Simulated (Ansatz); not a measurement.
# Alloy of ZnS and ZnSe (6 of 32 S sites exchanged), 64 atoms

Wanted: the relaxed alloy cell and its gap (PBEsol and r²SCAN).

All numbers are computed with Ansatz 0.2.0 (PAW, plane waves).

## (1) Starting point

64 atoms (32 Zn, 26 S, 6 Se); a = 10.818 Å, b = 10.818 Å, c = 10.818 Å, α = 90.00°, β = 90.00°, γ = 90.00°. All atoms were shaken off their sites by about 0.02 Å along each axis.

Steps to follow: (2) PBEsol cell relaxation at the single k point (¼, ¼, ¼), on 1 × NVIDIA GB300 Max-Q with 8 threads of Arm Neoverse-V2; (3) r²SCAN single point at the single k point (¼, ¼, ¼), on 1 × NVIDIA GB300 Max-Q with 8 threads of Arm Neoverse-V2.

## (2) Relaxing cell and atoms with PBEsol

in.yaml

```yaml
crystal:
  lattice:
    - [10.817836, 0.000000, 0.000000]
    - [0.000000, 10.817836, 0.000000]
    - [0.000000, 0.000000, 10.817836]
  atoms:
    - { symbol: Zn, position: [0.998934, 0.002276, 0.000673] }
    - { symbol: Zn, position: [0.000426, 0.998808, 0.496901] }
    - { symbol: Zn, position: [0.999258, 0.502607, 0.999063] }
    - { symbol: Zn, position: [0.002142, 0.500921, 0.503916] }
    - { symbol: Zn, position: [0.500154, 0.003378, 0.999371] }
    - { symbol: Zn, position: [0.499787, 0.999622, 0.497668] }
    - { symbol: Zn, position: [0.497648, 0.499361, 0.000736] }
    - { symbol: Zn, position: [0.503995, 0.496206, 0.500464] }
    - { symbol: Zn, position: [0.250263, 0.250605, 0.001842] }
    - { symbol: Zn, position: [0.247513, 0.250236, 0.500771] }
    - { symbol: Zn, position: [0.245598, 0.752697, 0.996734] }
    - { symbol: Zn, position: [0.249030, 0.749509, 0.500500] }
    - { symbol: Zn, position: [0.748011, 0.250391, 0.000080] }
    - { symbol: Zn, position: [0.754398, 0.247790, 0.499544] }
    - { symbol: Zn, position: [0.749786, 0.749034, 0.999832] }
    - { symbol: Zn, position: [0.749741, 0.748296, 0.501015] }
    - { symbol: Zn, position: [0.252222, 0.000405, 0.250428] }
    - { symbol: Zn, position: [0.250304, 0.999603, 0.750269] }
    - { symbol: Zn, position: [0.250385, 0.499184, 0.250743] }
    - { symbol: Zn, position: [0.250368, 0.503578, 0.752385] }
    - { symbol: Zn, position: [0.745471, 0.999623, 0.251835] }
    - { symbol: Zn, position: [0.750108, 0.998661, 0.747615] }
    - { symbol: Zn, position: [0.746124, 0.497718, 0.247569] }
    - { symbol: Zn, position: [0.750577, 0.501788, 0.751267] }
    - { symbol: Zn, position: [0.999791, 0.246906, 0.249623] }
    - { symbol: Zn, position: [0.999055, 0.247915, 0.750840] }
    - { symbol: Zn, position: [0.998792, 0.747944, 0.250159] }
    - { symbol: Zn, position: [0.004390, 0.751330, 0.752629] }
    - { symbol: Zn, position: [0.500902, 0.249482, 0.249512] }
    - { symbol: Zn, position: [0.499540, 0.249026, 0.748352] }
    - { symbol: Zn, position: [0.501904, 0.751604, 0.251625] }
    - { symbol: Zn, position: [0.500778, 0.750299, 0.748971] }
    - { symbol: S, position: [0.127963, 0.123341, 0.124551] }
    - { symbol: S, position: [0.123668, 0.125723, 0.626306] }
    - { symbol: S, position: [0.126218, 0.625793, 0.624560] }
    - { symbol: S, position: [0.624076, 0.123852, 0.126745] }
    - { symbol: S, position: [0.624829, 0.125794, 0.625204] }
    - { symbol: S, position: [0.625622, 0.624005, 0.124456] }
    - { symbol: S, position: [0.624500, 0.622636, 0.627772] }
    - { symbol: S, position: [0.371319, 0.376951, 0.122687] }
    - { symbol: S, position: [0.372522, 0.377212, 0.625314] }
    - { symbol: S, position: [0.378841, 0.874748, 0.625465] }
    - { symbol: S, position: [0.877866, 0.874274, 0.123154] }
    - { symbol: S, position: [0.878585, 0.878911, 0.627911] }
    - { symbol: S, position: [0.374259, 0.127241, 0.374564] }
    - { symbol: S, position: [0.373396, 0.122291, 0.875244] }
    - { symbol: S, position: [0.373962, 0.624136, 0.375981] }
    - { symbol: S, position: [0.873763, 0.126535, 0.376092] }
    - { symbol: S, position: [0.873611, 0.126080, 0.872317] }
    - { symbol: S, position: [0.877422, 0.624085, 0.376358] }
    - { symbol: S, position: [0.873125, 0.625929, 0.874643] }
    - { symbol: S, position: [0.121241, 0.374920, 0.874500] }
    - { symbol: S, position: [0.125947, 0.875420, 0.371851] }
    - { symbol: S, position: [0.122779, 0.876604, 0.876542] }
    - { symbol: S, position: [0.623413, 0.376584, 0.373966] }
    - { symbol: S, position: [0.625506, 0.377434, 0.874462] }
    - { symbol: S, position: [0.625265, 0.872171, 0.373405] }
    - { symbol: S, position: [0.627051, 0.873476, 0.877677] }
    - { symbol: Se, position: [0.124471, 0.625732, 0.127337] }
    - { symbol: Se, position: [0.375621, 0.873683, 0.123831] }
    - { symbol: Se, position: [0.875152, 0.377524, 0.129261] }
    - { symbol: Se, position: [0.876107, 0.373364, 0.625834] }
    - { symbol: Se, position: [0.374408, 0.624400, 0.876039] }
    - { symbol: Se, position: [0.127502, 0.371456, 0.379292] }
  symmetry: { detect: false }
kpoints:
  mp_grid: { grid: [1, 1, 1], shift: [0.25, 0.25, 0.25] }
hamiltonian:
  xc: pbesol
scf:
  occupations: { method: fermi_dirac, width: 0.01 }
relax:
  f_tol: 0.03
  max_steps: 80
  escape_saddle: false
  adjacent_minimum: "off"
  cell: { fix: [shape] }
output:
  forces: true
  eigenvalues: true
  populations: true
```

Run with:

```console
$ ansatz run in.yaml --threads 8 --pin off --max-ram 118750MiB --runs-dir r --events-out ev --progress --plain --backend cuda --devices 0,
```

After this run come: r²SCAN single point.

**Question.** What will these runs give? Wanted: for each run, top filled to lowest empty.

As calculated:

| level | time | top filled to lowest empty (eV) |
| --- | --- | --- |
| PBEsol, relaxation | 8.6 s (GPU) | 2.87 |
| r²SCAN | 6.4 s (GPU) | 3.51 |

```
     quantity                                                                         value
   relaxation                                              5 recorded steps, 0.93 eV gained
largest shift                                                                 0.14 Å (Zn20)
 relaxed cell  a = 10.815 Å, b = 10.815 Å, c = 10.815 Å, α = 90.00°, β = 90.00°, γ = 90.00°
   mean bonds                                                     S–Zn 2.325, Se–Zn 2.417 Å
```

**Reading.** Relaxation gains 0.93 eV, with shifts up to 0.14 Å (Zn20), while the volume changes by -0.1 %. The mean lengths of the listed bonds run from S–Zn 2.33 Å to Se–Zn 2.42 Å. Spin–orbit coupling is left out, which matters for the band edges of the heavier elements here. With one k point the spacing samples only the states that fold onto it, so it can exceed the gap over the zone.
